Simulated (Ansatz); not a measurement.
# Cl2FH3O3W: vertical ionisation energy

An exercise on one series of results from a longer session: the logs are not shown, and one member is left open.

Program: Ansatz 0.2.0, Gaussian basis. Level of theory: unrestricted cation, the program's frozen cores in correlated methods. These are calculated values, not measurements.

The runs, in order: UKS PBE-D4/def2-TZVPP; UKS r2SCAN-D4/def2-TZVPP; UKS PBE0-D4/def2-TZVPP; UKS B3LYP-D4/def2-TZVPP; UKS wB97X-V/def2-TZVPP; UKS wB97M-V/def2-TZVPP; UKS B2PLYP/def2-TZVPP; UHF-CCSD(T)/def2-TZVPP; UHF-MP2/def2-QZVPP; extrapolation to the limit; then −ε(HOMO) from the neutral's earlier runs with LDA (SPW92), PBE-D4, revPBE-D4, BLYP-D4, r2SCAN-D4, B97M-V, PBE0-D4, B3LYP-D4, r2SCANh-D4, r2SCAN0-D4, HSE06-D4, BHLYP-D4, CAM-B3LYP-D4, LC-ωPBE, ωB97X-V, ωB97M-V.

**The relaxed structure**

The geometry comes from an earlier relaxation with PBE0-D4 in a triple-zeta def2 set; it is a stationary point, not always the lowest conformer. W takes the def2 core potential; no spin-orbit term is included.

SMILES `[OH][W]([OH])([OH])([F])([Cl])[Cl]`, 10 atoms, charge 0, spin multiplicity 1.

Atoms are counted from 1 here; the program's logs count them from 0.

Bond lengths: O1–W2 1.846 Å, O1–H8 0.959 Å, W2–O3 1.863 Å, W2–O4 1.863 Å, W2–F5 1.896 Å, W2–Cl6 2.306 Å, W2–Cl7 2.360 Å, O3–H9 0.961 Å, O4–H10 0.961 Å. Angles: W2–O1–H8 134.2°, O1–W2–O3 97.5°, O1–W2–O4 97.5°, O1–W2–F5 171.6°, O1–W2–Cl6 92.0°, O1–W2–Cl7 85.4°, O3–W2–O4 164.9°, O3–W2–F5 82.5°, O3–W2–Cl6 90.2°, O3–W2–Cl7 90.2°, O4–W2–F5 82.5°, O4–W2–Cl6 90.2°, O4–W2–Cl7 90.2°, F5–W2–Cl6 96.4°, F5–W2–Cl7 86.2°, Cl6–W2–Cl7 177.3°, W2–O3–H9 125.7°, W2–O4–H10 125.7°.

Set-up of the first run:

Contents of in.yaml:

```yaml
crystal:
  periodic: [false, false, false]
  atoms:
    - {symbol: O, position_ang: [-0.958758, -1.576696, -0.203404]}
    - {symbol: W, position_ang: [-0.096309, 0.030314, 0.082229]}
    - {symbol: O, position_ang: [0.978076, -0.517945, 1.502661]}
    - {symbol: O, position_ang: [-0.922166, 0.996563, -1.280427]}
    - {symbol: F, position_ang: [0.979062, 1.588307, 0.195840]}
    - {symbol: Cl, position_ang: [-1.716815, 0.726309, 1.567408]}
    - {symbol: Cl, position_ang: [1.506471, -0.776024, -1.450862]}
    - {symbol: H, position_ang: [-0.777160, -2.346632, -0.746186]}
    - {symbol: H, position_ang: [1.687513, -0.005501, 1.899875]}
    - {symbol: H, position_ang: [-0.679916, 1.881316, -1.567143]}
basis:
  gaussian: {orbitals: def2-TZVPP}
total_charge: 1
magnetization: {spin_polarized: true, initial_magnetization: 1}
hamiltonian: {xc: pbe, dispersion: d4}
```

Started as:

```console
$ ansatz run in.yaml --threads 2 --pin off --events-out ev --progress --plain --max-ram 20480MiB --backend cuda --devices 0, --max-vram 18GiB
```

Among the steps run: Cation, UKS PBE-D4/def2-TZVPP; Cation, UKS r2SCAN-D4/def2-TZVPP; Cation, UKS PBE0-D4/def2-TZVPP; Cation, UKS B3LYP-D4/def2-TZVPP; Cation, UKS wB97X-V/def2-TZVPP; Cation, UKS wB97M-V/def2-TZVPP; Cation, UKS B2PLYP (frozen core)/def2-TZVPP; Cation, UHF-CCSD(T)/def2-TZVPP; Cation, UHF-MP2/def2-QZVPP.

One table of the session follows, with a row left open; its other results are not shown here.

It belongs to the step «Ionisation energies side by side». Orbital estimates, from the neutral's runs:

| functional | −ε(HOMO) (eV) |
| --- | --- |
| LDA (SPW92) | 7.38 |
| PBE-D4 | 7.20 |
| revPBE-D4 | 7.14 |
| BLYP-D4 | 7.05 |
| r2SCAN-D4 | 7.59 |
| B97M-V | 7.67 |
| PBE0-D4 | 8.67 |
| B3LYP-D4 | 8.39 |
| r2SCANh-D4 | 8.13 |
| r2SCAN0-D4 | ? |
| HSE06-D4 | 8.27 |
| BHLYP-D4 | 10.01 |
| CAM-B3LYP-D4 | 10.05 |
| LC-ωPBE | 11.46 |
| ωB97X-V | 11.09 |
| ωB97M-V | 10.94 |

Estimate the missing values for r2SCAN0-D4.

Worked estimate for «−ε(HOMO) (eV)». Against the share of exact exchange, r2SCAN-D4 (0, 7.59), r2SCANh-D4 (0.1, 8.13) give a slope of 5.40 per unit share; at 0.25 the line stands at 8.94.

**Answer.** −ε(HOMO) (eV): 8.94. In «−ε(HOMO) (eV)» the line misses by 0.00.
